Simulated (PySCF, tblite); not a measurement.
**C₇H₁₃ radical: geometry, infrared bands and EPR parameters**

Aim: predict the infrared bands and EPR parameters of C₇H₁₃ radical (`CCC[C]1C[C@H]1C`).

The runs use tblite 0.8.0 and PySCF 2.14.0, with density-fitted response routines of our own; the level of theory stands in each step. All values are computed, except where a source is named. Atoms count from 0, in the outputs and in this text.

## 1. The molecule as given

20 atoms, charge 0, multiplicity 2; geometry from: force field or distance geometry start.

Bonds of the start (Å): C0–C1 1.51, C1–C2 1.55, C2–C3 1.48, C3–C4 1.46, C4–C5 1.50, C5–C6 1.50, C5–C3 1.45, C0–H7 1.10, C0–H8 1.10, C0–H9 1.10, C1–H10 1.09, C1–H11 1.09, C2–H12 1.10, C2–H13 1.09, C4–H14 1.08, C4–H15 1.09, C5–H16 1.09, C6–H17 1.10, C6–H18 1.09, C6–H19 1.09.

## 2. Optimising the geometry with GFN2-xTB

Job settings and geometry (Å):

```
{"job": {"kind": "relax", "xc": "GFN2-xTB", "basis": "xTB"}, "charge": 0, "multiplicity": 2}
C     -2.962500     0.834500    -0.079600
C     -1.521500     0.691300    -0.506200
C     -0.870400    -0.553900     0.138600
C      0.538600    -0.690100    -0.305600
C      1.454900    -1.640700     0.327600
C      1.651800    -0.154500     0.447000
C      2.767800     0.532400    -0.273900
H     -3.401900     1.732500    -0.537100
H     -3.555500    -0.034300    -0.388600
H     -3.062700     0.940200     1.011900
H     -0.967800     1.585800    -0.202400
H     -1.466700     0.618500    -1.588400
H     -1.439300    -1.444500    -0.159100
H     -0.942800    -0.487500     1.225600
H      2.070100    -2.194000    -0.364900
H      1.086600    -2.189100     1.188600
H      1.432600     0.321100     1.401800
H      3.677000     0.496500     0.335900
H      2.511600     1.581900    -0.444300
H      2.995000     0.064400    -1.229800
```

Started as:

```console
$ OMP_NUM_THREADS=1 python probes_run.py task.json out
```

This one command runs all jobs of the session in turn.

**Question.** This job is followed by: GFN2-xTB harmonic vibrations, gas phase; UKS B3LYP, pcH-1 on C H, non-relativistic, mean-field spin-orbit, GIAO. What will the session give for the following? strongest single infrared mode (GFN2-xTB); zero-point energy (GFN2-xTB); g(iso) (B3LYP); ⟨S²⟩; largest a(iso) (averaged by class); surface potential, 1st and 99th percentile.

The runs gave:

| quantity | value |
| --- | --- |
| strongest single infrared mode (GFN2-xTB) | 2989 cm⁻¹, 73 km/mol |
| zero-point energy (GFN2-xTB) | 111.7 kcal/mol |
| g(iso) (B3LYP) | 2.00265 |
| ⟨S²⟩ | 0.753 (exact 0.75) |
| largest a(iso) (averaged by class) | 13C on C3, 260.9 MHz |
| surface potential, 1st and 99th percentile | -0.59 V and 0.56 V |

The optimisation took 120 steps and gained 0.192 eV; among the close pairs (by a distance rule), C3–C5 changed most, from 1.447 to 1.467 Å. No mode is imaginary among the 54: a minimum at this level. Unscaled tight-binding wavenumbers are off by several per cent, some by more. Its intensities can rank the bands wrongly. Most of the unpaired spin sits on C3 (0.92 e). The isotropic g lies 0.3 ppt above the free-electron value.
